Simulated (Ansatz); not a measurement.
Write a Python script for Ansatz 0.2.0, Python API that makes an atomisation energy of BBrClF, SMILES FB(Cl)Br. Use (for the species named): CAM-B3LYP, def2-SVPD basis, multiplicity 1.

```yaml
atoms:
  - { symbol: F, position_ang: [-0.0422, -1.4928, -0.5919] }
  - { symbol: B, position_ang: [-0.0223, -0.1313, -0.0216] }
  - { symbol: Cl, position_ang: [-0.3836, 0.1055, 1.7632] }
  - { symbol: Br, position_ang: [0.5036, 1.4584, -1.1701] }
```

`tae_bbrclf.py`
```python
"""Atomisation energy of BBrClF at the given geometry."""

from collections import Counter

import ansatz as az

BASIS = "def2-SVPD"
XC = "cam_b3lyp"


def single_point(molecule, charge=0, unpaired=0):
    calc = molecule.calculation().basis(gaussian=BASIS).functional(XC)
    if charge:
        calc = calc.charge(charge)
    if unpaired:
        calc = calc.spin("collinear", total=unpaired)
    report = calc.run(threads=1, pin="off").report
    if report["published_state_doubts"]:
        print("  doubts:", report["published_state_doubts"])
    return report["free_energy_ev"]

geometry_ang = [
    ("F", [-0.0422, -1.4928, -0.5919]),
    ("B", [-0.0223, -0.1313, -0.0216]),
    ("Cl", [-0.3836, 0.1055, 1.7632]),
    ("Br", [0.5036, 1.4584, -1.1701]),
]
bbrclf = az.Crystal.molecule()
for symbol, xyz in geometry_ang:
    bbrclf = bbrclf.atom(symbol, xyz)

# unpaired electrons of the ground-state atoms
unpaired = {"F": 1, "B": 1, "Cl": 1, "Br": 1}
counts = Counter(site.symbol for site in bbrclf.cartesian_sites)
atom_energy = {s: single_point(az.Crystal.molecule().atom(s, (0, 0, 0)), 0, unpaired[s]) for s in counts}
whole = single_point(bbrclf, 0, 0)
for s, e in atom_energy.items():
    print(f"{s:2s} x{counts[s]}  {e:14.5f} eV")
print(f"BBrClF: {whole:.5f} eV")
split = sum(counts[s] * e for s, e in atom_energy.items()) - whole
print(f"atomisation energy (no zero-point term): {96.485332 * split:.1f} kJ/mol, {split / sum(counts.values()):.3f} eV an atom")
```

Running `python tae_bbrclf.py` prints:
```text
F  x1     -2711.06505 eV
B  x1      -669.72712 eV
Cl x1    -12517.64061 eV
Br x1    -70040.17579 eV
BBrClF: -85953.14458 eV
atomisation energy (no zero-point term): 1402.5 kJ/mol, 3.634 eV an atom
```

1402.5 kJ/mol from the electronic energies, without the zero-point term.

Total energies depend on the basis set; only differences at equal settings carry meaning. The geometry is a force-field or estimated start, not a minimum of this method, and the basis set is short of its limit. All parts are taken at fixed geometry, without zero-point energy. The spin-orbit lowering of heavy atoms is left out. Wall time of the script: 3.2 s on 1 thread of Intel(R) Xeon(R) 6975P-C (Granite Rapids) (shared host), peak memory 0.35 GiB.
